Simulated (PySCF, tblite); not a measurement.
# C₅H₉Ge₂N: geometry, infrared bands and NMR shifts

Wanted: the infrared bands and NMR shifts of C₅H₉Ge₂N (`C#[C][GeH2][NH][GeH2][C]#CC`), by calculation.

The runs use tblite 0.8.0 and PySCF 2.14.0, with density-fitted response routines of our own; the level of theory stands in each step. All values are computed, except where a source is named. Atoms count from 0, in the outputs and in this text.

## 1. Starting geometry

17 atoms, charge 0, multiplicity 1; geometry from: force field or distance geometry start.

Bonds of the start (Å): C0–C1 1.20, C1–Ge2 1.90, Ge2–N3 1.85, N3–Ge4 1.86, Ge4–C5 1.89, C5–C6 1.21, C6–C7 1.47, C0–H8 1.06, Ge2–H9 1.55, Ge2–H10 1.56, N3–H11 1.05, Ge4–H12 1.55, Ge4–H13 1.56, C7–H14 1.11, C7–H15 1.11, C7–H16 1.11.

## 2. Geometry optimisation with GFN2-xTB

The job: settings as JSON, then the geometry in Å.

```
{"job": {"kind": "relax", "xc": "GFN2-xTB", "basis": "xTB"}, "charge": 0, "multiplicity": 1}
C     -1.769400     1.761000     0.630500
C     -1.942600     0.574200     0.594000
Ge    -2.173700    -1.312300     0.562700
N     -0.663400    -2.161900     1.209700
Ge     0.671400    -2.033600    -0.072100
C      1.275200    -0.242500    -0.199900
C      1.659600     0.902900    -0.273400
C      2.118800     2.292300    -0.351600
H     -1.630300     2.808900     0.656100
H     -2.467500    -1.767300    -0.890800
H     -3.401900    -1.678300     1.445200
H     -0.342800    -1.630000     2.051700
H      1.857400    -2.940700     0.326800
H      0.125900    -2.489300    -1.457500
H      2.478000     2.502000    -1.379800
H      2.929900     2.455900     0.384700
H      1.268300     2.970800    -0.120200
```

On the command line:

```bash
OMP_NUM_THREADS=1 python probes_run.py task.json out
```

The driver reads the jobs from task.json and runs them one after another.

**Question.** This job is followed by: GFN2-xTB harmonic vibrations, gas phase; GIAO PBE0/pcSseg-1 NMR shielding, non-relativistic, gas phase. What will the session give for the following? strongest single infrared mode (GFN2-xTB); zero-point energy (GFN2-xTB); 13C shifts against TMS (PBE0/pcSseg-1); 1H shifts against TMS (PBE0/pcSseg-1, means over atoms taken as alike); 73Ge shifts against GeMe4 (PBE0/pcSseg-1); 15N shifts against NH3 (PBE0/pcSseg-1).

The runs gave:

| quantity | value |
| --- | --- |
| strongest single infrared mode (GFN2-xTB) | 2027 cm⁻¹, 755 km/mol |
| zero-point energy (GFN2-xTB) | 68.1 kcal/mol |
| 13C shifts against TMS (PBE0/pcSseg-1) | 113.5, 100.7, 91.3, 85.7, 6.0 ppm |
| 1H shifts against TMS (PBE0/pcSseg-1, means over atoms taken as alike) | 4.76, 4.76, 2.00, 1.88, -0.18 ppm |
| 73Ge shifts against GeMe4 (PBE0/pcSseg-1) | -120, -123 ppm |
| 15N shifts against NH3 (PBE0/pcSseg-1) | 8.1 ppm |

Relaxing lowered the energy by 0.283 eV in 62 steps; the close pair that moved most is Ge4–H13, from 1.557 to 1.499 Å. The lowest mode is imaginary (41i cm⁻¹), so the xTB geometry is not a minimum. The strongest single mode, at 2027 cm⁻¹, moves mainly H9. GFN2-xTB is a fitted tight-binding method: band positions and strengths are rough. Its intensities can rank the bands wrongly. At PBE0/pcSseg-1: The largest span, 300 ppm, is at C1, where the paramagnetic term is -177 ppm. Spin-orbit coupling is left out, which matters for shieldings and couplings at and beside the heavy atoms.
